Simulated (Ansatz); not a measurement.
# AlFH2O2: one species, many methods

How much do the methods differ for AlFH2O2? The plan is to run it at one geometry with functionals of several rungs and with coupled cluster, and see how far each lands from CCSD(T) at the basis-set limit for the atomisation energy.

Method: functionals in def2-TZVPP, the program's frozen cores in correlated methods; program: Ansatz 0.2.0, Gaussian basis.

The runs, in order: LDA (SPW92), PBE-D4, revPBE-D4, BLYP-D4, r2SCAN-D4, B97M-V, PBE0-D4, B3LYP-D4, r2SCANh-D4, r2SCAN0-D4, HSE06-D4, BHLYP-D4, CAM-B3LYP-D4, LC-ωPBE, ωB97X-V, ωB97M-V, B2PLYP, PBE-QIDH; CCSD(T)/def2-SVP; CCSD(T)/def2-TZVPP; MP2/def2-QZVPP; extrapolation to the limit; RPA on PBE.

### Step 1. The relaxed structure

All runs share one geometry, relaxed beforehand with PBE0-D4 in a triple-zeta def2 set.

SMILES `[OH][Al]([OH])[F]`, 6 atoms, charge 0, spin multiplicity 1.

Atoms are counted from 1 here; the program's logs count them from 0.

Bond lengths: O1–Al2 1.680 Å, O1–H5 0.955 Å, Al2–O3 1.680 Å, Al2–F4 1.647 Å, O3–H6 0.955 Å. Angles: Al2–O1–H5 122.9°, O1–Al2–O3 118.5°, O1–Al2–F4 120.7°, O3–Al2–F4 120.7°, Al2–O3–H6 122.9°.

### Step 2. LDA

This LDA is Slater exchange with PW92 correlation.

File in.yaml:

```yaml
crystal:
  periodic: [false, false, false]
  atoms:
    - {symbol: O, position_ang: [-0.572601, 1.327640, -0.678810]}
    - {symbol: Al, position_ang: [-0.045496, -0.145511, -0.067464]}
    - {symbol: O, position_ang: [1.058027, -0.139600, 1.199011]}
    - {symbol: F, position_ang: [-0.598549, -1.564440, -0.695897]}
    - {symbol: H, position_ang: [-1.198313, 1.397522, -1.397128]}
    - {symbol: H, position_ang: [1.399133, -0.939612, 1.593988]}
basis:
  gaussian: {orbitals: def2-TZVPP}
hamiltonian: {xc: lda}
output: {orbitals: {seedname: orbitals}}
```

The runs that follow: PBE-D4 (GGA); revPBE-D4 (GGA); BLYP-D4 (GGA); r2SCAN-D4 (meta-GGA); B97M-V (meta-GGA); PBE0-D4 (hybrid); B3LYP-D4 (hybrid); r2SCANh-D4 (hybrid); r2SCAN0-D4 (hybrid); HSE06-D4 (hybrid); BHLYP-D4 (hybrid); CAM-B3LYP-D4 (range-separated); LC-ωPBE-D4 (range-separated); ωB97X-V (range-separated); ωB97M-V (range-separated); B2PLYP (double hybrid); PBE-QIDH (double hybrid); CCSD(T) in def2-SVP; CCSD(T) in def2-TZVPP; MP2 in def2-QZVPP; RPA on PBE orbitals.

Before running them: what should the planned runs give, taken together? Wanted: atomisation energy, CCSD(T)/CBS; farthest beyond LDA; mean size of error, GGA; mean size of error, meta-GGA; mean size of error, hybrid; mean size of error, range-separated; mean size of error, double hybrid; gap, smallest and largest; T1 diagnostic.

As calculated:

| quantity | value |
| --- | --- |
| atomisation energy, CCSD(T)/CBS | 591.9 kcal/mol |
| functionals within 3.0 kcal/mol (0.5 %) | PBE-D4 |
| farthest beyond LDA | BHLYP-D4 (-38.0 kcal/mol) |
| mean size of error, GGA | 9.6 kcal/mol |
| mean size of error, meta-GGA | 7.3 kcal/mol |
| mean size of error, hybrid | 20.8 kcal/mol |
| mean size of error, range-separated | 7.3 kcal/mol |
| mean size of error, double hybrid | 14.3 kcal/mol |
| gap, smallest and largest | 5.89 eV (BLYP-D4), 13.72 eV (LC-ωPBE) |
| T1 diagnostic | 0.0123 |
| triples share of the correlation energy | 3.0 % |

In words: LDA overbinds by 78.5 kcal/mol (13 %). PBE-D4 is off by -1.1 kcal/mol. Double hybrids carry the basis error of their MP2 part in triple zeta, and no dispersion term here, so their miss is partly the set-up's. By mean error the best rung here is meta-GGA (7.3 kcal/mol) and the worst beyond LDA is hybrid (20.8 kcal/mol). The gap between the best rungs is small, so their order is not settled. The mean of the hybrids holds BHLYP, with half exact exchange. The reference freezes the cores and leaves out relativity and excitations past (T), so misses under about 3.0 kcal/mol can't be ranked. Hartree-Fock recovers 70 % of the binding; the rest is correlation. CCSD(T) in def2-SVP is off by -51.1 kcal/mol, so the small basis spoils what the method gains. The gap grows from 5.9 to 13.7 eV across the functionals, mostly with the share of exact exchange.
